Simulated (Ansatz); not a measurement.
NiMoIrPdW:

```
Ni Mo Pd Ir W
1.0
     4.11705    0.00000    0.00000
    -2.05853    3.56547    0.00000
     0.00000    0.00000    5.44580
Ni Mo Pd Ir W
1 1 1 1 1
Cartesian
  0.0000 0.0000 5.2157
  2.0585 1.1885 5.2367
  2.0585 1.1885 2.5211
  0.0000 2.3770 3.9521
  0.0000 2.3770 1.2875
```

The cell was built by a generator and needn't be a form met in nature.

| Quantity | Value |
| --- | --- |
| Program | Ansatz 0.2.0 |
| Task | relaxation of cell and atoms |
| Functional | r2SCAN |
| Potentials or basis | Ansatz PAW |
| Cutoff | 500 eV (not typed: the program's choice for these potentials) |
| k mesh | 6 × 6 × 4 |
| Occupations | fermi-dirac, width 0.05 eV |
| Spin | collinear spin, ferromagnetic start |
| Starting moments | [1.0, 1.0, 0.0, 0.6, 0.0] μB |

At the start: volume 15.99 Å³/atom.

**Question.** How do energy, volume and symmetry change on relaxing?

**Answer.** It ends after 5 steps and the volume is 15.64 Å³/atom (-2.2 %); space group P3m1 (No. 156, to 0.05 Å); moment 0.00 μB per cell.

Step by step:
```
step  energy change (eV)  largest force (eV/Å)  volume (Å³)
   1              0.0000                0.2025        79.94
   2             -0.0312                0.0324        78.31
   3             -0.0318                0.0115        78.21
   4             -0.0318                0.0096        78.22
   5             -0.0305                0.0096        78.22
```

Final structure:
```
CELL_PARAMETERS angstrom
4.08042 0.00000 0.00000
-2.04021 3.53375 0.00000
0.00000 0.00000 5.42477
ATOMIC_POSITIONS crystal
Ni 0.00000 0.00000 0.95476
Mo 0.66667 0.33333 0.96455
Pd 0.66667 0.33333 0.46504
Ir 0.33333 0.66667 0.72390
W 0.33333 0.66667 0.23620
```

Caveat: the magnetic or orbital state may not be the lowest; the plane-wave basis is chosen anew once the cell has moved, so the energies of steps on either side of that aren't comparable; the PAW data sets come from PBE, with cores solved anew for the run's functional, which leaves a small shift of forces and pressure; the starting moments weren't kept.
